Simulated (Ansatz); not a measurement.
**C2H3F2NSi: one molecule under many settings**

Aim: run C2H3F2NSi under a spread of inputs, and see what each costs and gives.

Method: the settings change from run to run; program: Ansatz 0.2.0, Gaussian basis.

## (1) The relaxed structure

The geometry comes from an earlier relaxation with PBE0-D4 in a triple-zeta def2 set; it is a stationary point, not always the lowest conformer.

SMILES `N=C1C(F)[SiH]1F`, 9 atoms, charge 0, spin multiplicity 1.

Atoms are counted from 1 here; the program's logs count them from 0.

Bond lengths: N1–C2 1.259 Å, N1–H7 1.025 Å, C2–C3 1.497 Å, C2–Si5 1.845 Å, C3–F4 1.362 Å, C3–Si5 1.879 Å, C3–H8 1.100 Å, Si5–F6 1.589 Å, Si5–H9 1.475 Å. Angles: C2–N1–H7 111.0°, N1–C2–C3 139.1°, N1–C2–Si5 142.7°, C3–C2–Si5 67.5°, C2–C3–F4 122.7°, C2–C3–Si5 65.1°, C2–C3–H8 108.8°, F4–C3–Si5 135.0°, F4–C3–H8 111.2°, Si5–C3–H8 105.4°, C2–Si5–C3 47.4°, C2–Si5–F6 128.3°, C2–Si5–H9 117.3°, C3–Si5–F6 118.0°, C3–Si5–H9 123.7°, F6–Si5–H9 109.7°.

## (2) r2SCAN0/STO-3G

This run has charge +1, multiplicity 2, the search for lower states set to light.

in.yaml reads:

```yaml
crystal:
  periodic: [false, false, false]
  atoms:
    - {symbol: N, position_ang: [-1.763690, -0.505119, 0.788251]}
    - {symbol: C, position_ang: [-0.559592, -0.249310, 0.526447]}
    - {symbol: C, position_ang: [0.483129, -0.623515, -0.480501]}
    - {symbol: F, position_ang: [0.176652, -1.195309, -1.677722]}
    - {symbol: Si, position_ang: [0.599190, 1.139019, 0.159533]}
    - {symbol: F, position_ang: [1.911889, 1.561210, 0.949136]}
    - {symbol: H, position_ang: [-2.095874, -1.306867, 0.241985]}
    - {symbol: H, position_ang: [1.287345, -1.173730, 0.029520]}
    - {symbol: H, position_ang: [0.049351, 2.307319, -0.553849]}
basis:
  gaussian: {orbitals: STO-3G}
total_charge: 1
magnetization: {spin_polarized: true, initial_magnetization: 1}
hamiltonian: {xc: {name: r2SCAN0}}
scf: {lower_state_search: light}
```

Started as:

```console
ansatz run in.yaml --threads 4 --pin off --events-out ev --progress --plain --max-ram 10444MiB
```

Log:

```text
Functional definition: r2SCAN0
  name "r2SCAN0"
  cite "Bursch, Neugebauer, Ehlert & Grimme, J. Chem. Phys. 156, 134105 (2022) doi:10.1063/5.0086040"
  cite "Furness, Kaplan, Ning, Perdew & Sun, J. Phys. Chem. Lett. 11, 8208 (2020) doi:10.1021/acs.jpclett.0c02405"
  cite "Furness, Kaplan, Ning, Perdew & Sun, J. Phys. Chem. Lett. 11, 9248 (2020) doi:10.1021/acs.jpclett.0c03077"
  parent r2scan
  parameter a = 0.25
  parameter k0 = 0.174
  parameter k1 = 0.065
  parameter a1 = 4.9479
  exchange = (1 - a)*r2scan_x(k0 = k0, k1 = k1, a1 = a1) + a*exact_x
  correlation = r2scan_c
492 factors; integrals over basis functions are off by at most 3.2e-5 eV
mean field evaluation 1: about -16689.9779 eV, gradient 2.6e1 eV
mean field evaluation 2: about -16679.0714 eV, gradient 5.5e1 eV
mean field evaluation 4: about -16694.7938 eV, gradient 4.6e0 eV
mean field evaluation 8: about -16694.9734 eV, gradient 3.9e-1 eV
mean field evaluation 16: about -16694.9706 eV, gradient 3.6e-2 eV
mean field evaluation 32: about -16694.9706 eV, gradient 2.6e-5 eV
mean field -16694.97061871 eV, -613.5288539801 hartree, gradient 5.9e-6 eV, S^2 0.761444; 2 other end points of the search recorded, 0 dependent functions left out
reference -16694.97062288 eV, -613.5288541332 hartree; 27, 26 occupied and 10, 11 virtual orbitals, 492 factors
Total energy: -16694.97062288 eV, -613.5288541332 hartree
```

It took 1.3 s on 4 threads of Intel Xeon 6975P-C, shared host.

⟨S²⟩ 0.761.

## (3) revPBE0/x2c-TZVPPall

This run has coordinates scaled by 0.96, a grid of angular degree 47, D4 dispersion.

in.yaml reads:

```yaml
crystal:
  periodic: [false, false, false]
  atoms:
    - {symbol: N, position_ang: [-1.693142, -0.484915, 0.756721]}
    - {symbol: C, position_ang: [-0.537208, -0.239337, 0.505389]}
    - {symbol: C, position_ang: [0.463804, -0.598574, -0.461281]}
    - {symbol: F, position_ang: [0.169586, -1.147496, -1.610613]}
    - {symbol: Si, position_ang: [0.575222, 1.093458, 0.153151]}
    - {symbol: F, position_ang: [1.835414, 1.498761, 0.911171]}
    - {symbol: H, position_ang: [-2.012039, -1.254593, 0.232306]}
    - {symbol: H, position_ang: [1.235851, -1.126780, 0.028339]}
    - {symbol: H, position_ang: [0.047377, 2.215026, -0.531695]}
basis:
  gaussian: {orbitals: x2c-TZVPPall, final_grid: {core_spheres: 20, valence_spheres: 16, degree: 47}}
hamiltonian: {xc: {name: revPBE0}, dispersion: d4}
```

Same command.

Log (excerpt; [...] marks lines left out):

```text
Functional definition: revPBE0
  name "revPBE0"
  cite "Zhang & Yang, Phys. Rev. Lett. 80, 890 (1998) doi:10.1103/PhysRevLett.80.890"
  cite "Adamo & Barone, J. Chem. Phys. 110, 6158 (1999) doi:10.1063/1.478522"
  cite "Perdew, Burke & Ernzerhof, Phys. Rev. Lett. 77, 3865 (1996) doi:10.1103/PhysRevLett.77.3865"
[...]
1306 factors; their error is unknown
[...]
mean field -16943.72577091 eV, -622.6704372112 hartree, gradient 7.4e-5 eV, S^2 0.000000; 0 other end points of the search recorded, 0 dependent functions left out
reference -16943.72580522 eV, -622.6704384721 hartree; 27, 27 occupied and 212, 212 virtual orbitals, 1306 factors
Total energy: -16944.20097930 eV, -622.6879007975 hartree
Relativity: scalar
```

Run time: 2 s. Hardware: 4 threads of Intel Xeon 6975P-C, shared host.

## (4) LC-wPBE/def2-TZVPP

in.yaml reads:

```yaml
crystal:
  periodic: [false, false, false]
  atoms:
    - {symbol: N, position_ang: [-1.763690, -0.505119, 0.788251]}
    - {symbol: C, position_ang: [-0.559592, -0.249310, 0.526447]}
    - {symbol: C, position_ang: [0.483129, -0.623515, -0.480501]}
    - {symbol: F, position_ang: [0.176652, -1.195309, -1.677722]}
    - {symbol: Si, position_ang: [0.599190, 1.139019, 0.159533]}
    - {symbol: F, position_ang: [1.911889, 1.561210, 0.949136]}
    - {symbol: H, position_ang: [-2.095874, -1.306867, 0.241985]}
    - {symbol: H, position_ang: [1.287345, -1.173730, 0.029520]}
    - {symbol: H, position_ang: [0.049351, 2.307319, -0.553849]}
basis:
  gaussian: {orbitals: def2-TZVPP}
hamiltonian: {xc: {name: LC-wPBE}}
output: {forces: true}
```

The command is unchanged.

Log (excerpt; [...] marks lines left out):

```text
Functional definition: LC-wPBE
  name "LC-wPBE"
  cite "Vydrov & Scuseria, J. Chem. Phys. 125, 234109 (2006) doi:10.1063/1.2409292"
  cite "Heyd & Scuseria, J. Chem. Phys. 120, 7274 (2004) doi:10.1063/1.1668634"
  cite "Ernzerhof & Perdew, J. Chem. Phys. 109, 3313 (1998) doi:10.1063/1.476928"
  cite "Perdew, Burke & Ernzerhof, Phys. Rev. Lett. 77, 3865 (1996) doi:10.1103/PhysRevLett.77.3865"
  parent pbe
[...]
1292 factors; their error is unknown
379 factors; integrals over basis functions are off by at most 2.4e-5 eV
[...]
mean field -16919.19634105 eV, -621.7689972904 hartree, gradient 6.0e-5 eV, S^2 0.000000; 0 other end points of the search recorded, 0 dependent functions left out
[...]
reference -16919.19634106 eV, -621.7689972906 hartree; 27, 27 occupied and 212, 212 virtual orbitals, 1292 factors
Total energy: -16919.19634106 eV, -621.7689972906 hartree
Atom 0 at    -1.763690    -0.505119     0.788251 Å, force     0.286173    -0.098009    -0.160160 eV/Å
Atom 1 at    -0.559592    -0.249310     0.526447 Å, force    -0.258476     0.211845     0.088604 eV/Å
Atom 2 at     0.483129    -0.623515    -0.480501 Å, force     0.202926     0.184690     0.154180 eV/Å
Atom 3 at     0.176652    -1.195309    -1.677722 Å, force    -0.050668    -0.016615    -0.075525 eV/Å
Atom 4 at     0.599190     1.139019     0.159533 Å, force    -0.184012    -0.281851    -0.148016 eV/Å
Atom 5 at     1.911889     1.561210     0.949136 Å, force     0.008836    -0.005462     0.029023 eV/Å
Atom 6 at    -2.095874    -1.306867     0.241985 Å, force     0.065366     0.090952     0.082980 eV/Å
Atom 7 at     1.287345    -1.173730     0.029520 Å, force    -0.108146     0.016874    -0.032908 eV/Å
Atom 8 at     0.049351     2.307319    -0.553849 Å, force     0.038001    -0.102425     0.061822 eV/Å
Dipole moment:     0.198581     0.051157    -0.118690 e Å
```

It took 1.9 s on 4 threads of Intel Xeon 6975P-C, shared host.

Largest force 0.368 eV/Å, dipole 1.14 D.

## (5) r2SCANh/def2-mTZVP

Set apart from the defaults: charge +1, multiplicity 2, a grid of angular degree 47, D3(BJ) dispersion, relativity set to none, the search for lower states set to off.

Changes to in.yaml since step 4:

```diff
@@ -13,4 +13,6 @@
 basis:
-  gaussian: {orbitals: def2-TZVPP}
-hamiltonian: {xc: {name: LC-wPBE}}
-output: {forces: true}
+  gaussian: {orbitals: def2-mTZVP, final_grid: {core_spheres: 20, valence_spheres: 16, degree: 47}}
+total_charge: 1
+magnetization: {spin_polarized: true, initial_magnetization: 1}
+hamiltonian: {xc: {name: r2SCANh}, dispersion: d3bj, pseudopotentials: {relativity: none}}
+scf: {lower_state_search: off}
```

Same command.

Log (excerpt; [...] marks lines left out):

```text
Warning: the engine holds no damping parameters fitted to this dispersion correction and functional, so the run takes those fitted to r2scanh beside the three-body term, which d3bj leaves out (hamiltonian.dispersion, under Limitations)
Functional definition: r2SCANh
  name "r2SCANh"
  cite "Bursch, Neugebauer, Ehlert & Grimme, J. Chem. Phys. 156, 134105 (2022) doi:10.1063/5.0086040"
  cite "Furness, Kaplan, Ning, Perdew & Sun, J. Phys. Chem. Lett. 11, 8208 (2020) doi:10.1021/acs.jpclett.0c02405"
  cite "Furness, Kaplan, Ning, Perdew & Sun, J. Phys. Chem. Lett. 11, 9248 (2020) doi:10.1021/acs.jpclett.0c03077"
  parent r2scan
[...]
1138 factors; their error is unknown
[...]
mean field -16911.44222085 eV, -621.4840386291 hartree, gradient 7.9e-6 eV, S^2 0.759471; 0 other end points of the search recorded, 0 dependent functions left out
reference -16911.44223165 eV, -621.4840390259 hartree; 27, 26 occupied and 99, 100 virtual orbitals, 1138 factors
Total energy: -16911.49647807 eV, -621.4860325450 hartree
Checks for a lower state left out: stability, starts, cluster_reference, orbital_swaps, neighbouring_geometries, increment
```

Run time: 1.9 s. Hardware: 4 threads of Intel Xeon 6975P-C, shared host.

⟨S²⟩ 0.759.

## (6) MP2/aug-pcseg-2

Options: high accuracy.

Changes to in.yaml since step 5:

```diff
@@ -13,6 +13,6 @@
 basis:
-  gaussian: {orbitals: def2-mTZVP, final_grid: {core_spheres: 20, valence_spheres: 16, degree: 47}}
-total_charge: 1
-magnetization: {spin_polarized: true, initial_magnetization: 1}
-hamiltonian: {xc: {name: r2SCANh}, dispersion: d3bj, pseudopotentials: {relativity: none}}
-scf: {lower_state_search: off}
+  gaussian: {orbitals: aug-pcseg-2}
+hamiltonian: {xc: {name: HF}}
+correlation: {method: mp2}
+accuracy: high
+output: {forces: true}
```

Launched as before.

Log (excerpt; [...] marks lines left out):

```text
Functional definition: HF
  name "HF"
  cite "Fock, Z. Phys. 61, 126 (1930) doi:10.1007/BF01340294"
  parent pbe
[...]
5374 factors; integrals over basis functions are off by at most 3.3e-9 eV
[...]
mean field -16866.55429712 eV, -619.8344378580 hartree, gradient 2.8e-8 eV, S^2 0.000000; 0 other end points of the search recorded, 0 dependent functions left out; unrestricted orbitals would lower it
10 core orbitals not correlated: weight in the atoms' cores, before any rotation towards them, 1.000 or more for the frozen orbitals, at most 0.000 for the correlated occupied ones
reference -16866.55429712 eV, -619.8344378580 hartree; 17, 17 occupied and 322, 322 virtual orbitals, 5374 factors
second order -30.38831021 eV of doubles, -0.00000000 eV of singles
[...]
Total energy: -16896.94260732 eV, -620.9511876601 hartree
Atom 0 at    -1.763690    -0.505119     0.788251 Å, force    -0.994959    -0.256989     0.163026 eV/Å
Atom 1 at    -0.559592    -0.249310     0.526447 Å, force     0.847074     0.216583    -0.009763 eV/Å
Atom 2 at     0.483129    -0.623515    -0.480501 Å, force     0.338794     0.011368     0.211186 eV/Å
Atom 3 at     0.176652    -1.195309    -1.677722 Å, force    -0.117194    -0.159205    -0.327632 eV/Å
Atom 4 at     0.599190     1.139019     0.159533 Å, force    -0.106245     0.236613    -0.182199 eV/Å
Atom 5 at     1.911889     1.561210     0.949136 Å, force     0.087823     0.022458     0.075052 eV/Å
Atom 6 at    -2.095874    -1.306867     0.241985 Å, force     0.020830     0.037010     0.010700 eV/Å
Atom 7 at     1.287345    -1.173730     0.029520 Å, force    -0.134439     0.072865    -0.037363 eV/Å
Atom 8 at     0.049351     2.307319    -0.553849 Å, force     0.058316    -0.180704     0.096993 eV/Å
Dipole moment:     0.193580     0.054890    -0.104639 e Å
```

Run time: 57 s. Hardware: 4 threads of Intel Xeon 6975P-C, shared host; peak memory 4.1 GiB.

Largest force 1.040 eV/Å, dipole 1.09 D.

## (7) PBEsol/cc-pVTZ

This run has D3(BJ) dispersion, high accuracy.

Changes to in.yaml since step 6:

```diff
@@ -13,5 +13,4 @@
 basis:
-  gaussian: {orbitals: aug-pcseg-2}
-hamiltonian: {xc: {name: HF}}
-correlation: {method: mp2}
+  gaussian: {orbitals: cc-pVTZ}
+hamiltonian: {xc: {name: PBEsol}, dispersion: d3bj}
 accuracy: high
```

The command is unchanged.

Log (excerpt; [...] marks lines left out):

```text
Functional definition: PBEsol
  name "PBEsol"
  cite "Perdew et al., Phys. Rev. Lett. 100, 136406 (2008) doi:10.1103/PhysRevLett.100.136406"
  cite "Perdew, Burke & Ernzerhof, Phys. Rev. Lett. 77, 3865 (1996) doi:10.1103/PhysRevLett.77.3865"
  parent pbesol
[...]
3973 factors; integrals over basis functions are off by at most 9.3e-9 eV
[...]
mean field -16868.53646689 eV, -619.9072812534 hartree, gradient 5.6e-8 eV, S^2 0.000000; 0 other end points of the search recorded, 0 dependent functions left out
[...]
reference -16868.53647057 eV, -619.9072813888 hartree; 27, 27 occupied and 199, 199 virtual orbitals, 3973 factors
Total energy: -16868.60981395 eV, -619.9099767082 hartree
Atom 0 at    -1.763690    -0.505119     0.788251 Å, force    -0.517868     0.270315     0.410340 eV/Å
Atom 1 at    -0.559592    -0.249310     0.526447 Å, force     0.460151    -0.169806    -0.083839 eV/Å
Atom 2 at     0.483129    -0.623515    -0.480501 Å, force    -0.269352     0.018245    -0.053632 eV/Å
Atom 3 at     0.176652    -1.195309    -1.677722 Å, force    -0.048851    -0.149298    -0.287170 eV/Å
Atom 4 at     0.599190     1.139019     0.159533 Å, force    -0.308612     0.027134    -0.114781 eV/Å
Atom 5 at     1.911889     1.561210     0.949136 Å, force     0.691099     0.237204     0.370201 eV/Å
Atom 6 at    -2.095874    -1.306867     0.241985 Å, force    -0.166231    -0.356957    -0.268728 eV/Å
Atom 7 at     1.287345    -1.173730     0.029520 Å, force     0.289486    -0.118037     0.195640 eV/Å
Atom 8 at     0.049351     2.307319    -0.553849 Å, force    -0.129822     0.241202    -0.168032 eV/Å
Dipole moment:     0.161149    -0.017193    -0.138827 e Å
```

Wall time 7 s (4 threads of Intel Xeon 6975P-C, shared host); peak memory 1.3 GiB.

Largest force 0.819 eV/Å, dipole 1.02 D.

## (8) B3LYP/def2-SVPD

Options: multiplicity 3, restricted open-shell orbitals, D3(BJ) with three-body dispersion, high accuracy, the search for lower states set to light.

Changes to in.yaml since step 7:

```diff
@@ -13,5 +13,6 @@
 basis:
-  gaussian: {orbitals: cc-pVTZ}
-hamiltonian: {xc: {name: PBEsol}, dispersion: d3bj}
+  gaussian: {orbitals: def2-SVPD}
+magnetization: {spin_polarized: false, initial_magnetization: 2}
+hamiltonian: {xc: {name: B3LYP}, dispersion: d3bjatm}
 accuracy: high
-output: {forces: true}
+scf: {lower_state_search: light}
```

The command is unchanged.

Log (excerpt; [...] marks lines left out):

```text
Functional definition: B3LYP
  name "B3LYP"
  cite "Stephens, Devlin, Chabalowski & Frisch, J. Phys. Chem. 98, 11623 (1994) doi:10.1021/j100096a001"
  cite "Becke, Phys. Rev. A 38, 3098 (1988) doi:10.1103/PhysRevA.38.3098"
  cite "Lee, Yang & Parr, Phys. Rev. B 37, 785 (1988) doi:10.1103/PhysRevB.37.785"
  cite "Vosko, Wilk & Nusair, Can. J. Phys. 58, 1200 (1980) doi:10.1139/p80-159"
[...]
3084 factors; integrals over basis functions are off by at most 3.6e-9 eV
[...]
mean field -16911.56555176 eV, -621.4885709563 hartree, gradient 4.7e-8 eV, S^2 2.000000; 4 other end points of the search recorded, 0 dependent functions left out
reference -16911.56559593 eV, -621.4885725794 hartree; 28, 26 occupied and 126, 128 virtual orbitals, 3084 factors
Total energy: -16911.90212826 eV, -621.5009399146 hartree
```

It took 8 s on 4 threads of Intel Xeon 6975P-C, shared host; peak memory 0.95 GiB.

## (9) RPA/cc-pVTZ

This run has charge +1, multiplicity 2.

Changes to in.yaml since step 8:

```diff
@@ -13,6 +13,6 @@
 basis:
-  gaussian: {orbitals: def2-SVPD}
-magnetization: {spin_polarized: false, initial_magnetization: 2}
-hamiltonian: {xc: {name: B3LYP}, dispersion: d3bjatm}
-accuracy: high
-scf: {lower_state_search: light}
+  gaussian: {orbitals: cc-pVTZ}
+total_charge: 1
+magnetization: {spin_polarized: true, initial_magnetization: 1}
+hamiltonian: {xc: {name: HSE06}}
+correlation: {method: rpa}
```

The command is unchanged.

Log (excerpt; [...] marks lines left out):

```text
Functional definition: HSE06
  name "HSE06"
  cite "Heyd, Scuseria & Ernzerhof, J. Chem. Phys. 118, 8207 (2003) doi:10.1063/1.1564060"
  cite "Krukau, Vydrov, Izmaylov & Scuseria, J. Chem. Phys. 125, 224106 (2006) doi:10.1063/1.2404663"
  cite "Heyd & Scuseria, J. Chem. Phys. 120, 7274 (2004) doi:10.1063/1.1668634"
  cite "Ernzerhof & Perdew, J. Chem. Phys. 109, 3313 (1998) doi:10.1063/1.476928"
  cite "Perdew, Burke & Ernzerhof, Phys. Rev. Lett. 77, 3865 (1996) doi:10.1103/PhysRevLett.77.3865"
  parent pbe
[...]
  # The whole range is PBE's own exchange, as in plane waves. The composition of these papers is wPBEh.
[...]
1350 factors; integrals over basis functions are off by at most 8.5e-4 eV
102 factors; integrals over basis functions are off by at most 3.5e-7 eV
[...]
mean field -16904.02901028 eV, -621.2116081654 hartree, gradient 7.4e-6 eV, S^2 0.757855; 3 other end points of the search recorded, 0 dependent functions left out
10 core orbitals not correlated: weight in the atoms' cores, before any rotation towards them, 1.000 or more for the frozen orbitals, at most 0.000 for the correlated occupied ones
reference -16856.26505017 eV, -619.4563150068 hartree; 17, 16 occupied and 199, 200 virtual orbitals, 1350 factors
Total energy: -16900.40450766 eV, -621.0784101510 hartree
```

It took 8 s on 4 threads of Intel Xeon 6975P-C, shared host; peak memory 0.77 GiB.

⟨S²⟩ 0.758.

## (10) r2SCAN/cc-pVTZ-DK

This run has D3(BJ) dispersion.

Changes to in.yaml since step 9:

```diff
@@ -13,6 +13,3 @@
 basis:
-  gaussian: {orbitals: cc-pVTZ}
-total_charge: 1
-magnetization: {spin_polarized: true, initial_magnetization: 1}
-hamiltonian: {xc: {name: HSE06}}
-correlation: {method: rpa}
+  gaussian: {orbitals: cc-pVTZ-DK}
+hamiltonian: {xc: {name: r2SCAN}, dispersion: d3bj}
```

Launched as before.

Log (excerpt; [...] marks lines left out):

```text
Warning: the engine holds no damping parameters fitted to this dispersion correction and functional, so the run takes those fitted to r2scan beside the three-body term, which d3bj leaves out (hamiltonian.dispersion, under Limitations)
Functional definition: r2SCAN
  name "r2SCAN"
  cite "Furness, Kaplan, Ning, Perdew & Sun, J. Phys. Chem. Lett. 11, 8208 (2020) doi:10.1021/acs.jpclett.0c02405"
  cite "Furness, Kaplan, Ning, Perdew & Sun, J. Phys. Chem. Lett. 11, 9248 (2020) doi:10.1021/acs.jpclett.0c03077"
  parent r2scan
[...]
1249 factors; their error is unknown
[...]
mean field -16944.76325012 eV, -622.7085638688 hartree, gradient 3.2e-5 eV, S^2 0.000000; 0 other end points of the search recorded, 0 dependent functions left out
reference -16944.76326067 eV, -622.7085642564 hartree; 27, 27 occupied and 199, 199 virtual orbitals, 1249 factors
Total energy: -16944.81475179 eV, -622.7104565204 hartree
Relativity: scalar
```

Run time: 1.8 s. Hardware: 4 threads of Intel Xeon 6975P-C, shared host.

## (11) The runs in one table

| level | charge | multiplicity | geometry | functions | energy (eV) | time |
| --- | --- | --- | --- | --- | --- | --- |
| r2SCAN0/STO-3G | 1 | 2 | relaxed | 37 | -16694.971 | 1.3 s |
| revPBE0/x2c-TZVPPall | 0 | 1 | scaled | 239 | -16944.201 | 2 s |
| LC-wPBE/def2-TZVPP | 0 | 1 | relaxed | 239 | -16919.196 | 1.9 s |
| r2SCANh/def2-mTZVP | 1 | 2 | relaxed | 126 | -16911.496 | 1.9 s |
| MP2/aug-pcseg-2 | 0 | 1 | relaxed | 349 | -16896.943 | 57 s |
| PBEsol/cc-pVTZ | 0 | 1 | relaxed | 226 | -16868.610 | 7 s |
| B3LYP/def2-SVPD | 0 | 3 | relaxed | 154 | -16911.902 | 8 s |
| RPA/cc-pVTZ | 1 | 2 | relaxed | 226 | -16900.405 | 8 s |
| r2SCAN/cc-pVTZ-DK | 0 | 1 | relaxed | 226 | -16944.815 | 1.8 s |

## (12) What came out

| quantity | value |
| --- | --- |
| runs | 9 |
| quickest | r2SCAN0/STO-3G, 1.3 s |
| slowest | MP2/aug-pcseg-2, 57 s |
| spread of total energies, same state and geometry | 76.2 eV |
| dipole, same state and geometry | 1.02 to 1.14 D |

**Reading.** Run time spans a factor of 43, from r2SCAN0/STO-3G to MP2/aug-pcseg-2. The jobs differ in tasks and options as well as level. Total energies at one charge and spin differ by 76 eV between levels, so only differences within one level mean anything. Some of these runs are scalar-relativistic and others not, which shifts the totals of all-electron atoms past neon by eV; core potentials, where a basis has them, take the core out of the total altogether. At the PBE0-D4/def2-TZVP geometry and in the same state, runs without warnings or point charges leave forces up to 1.04 eV/Å (MP2/aug-pcseg-2). At that geometry and state the dipole changes by 11 % between the lowest and highest value.
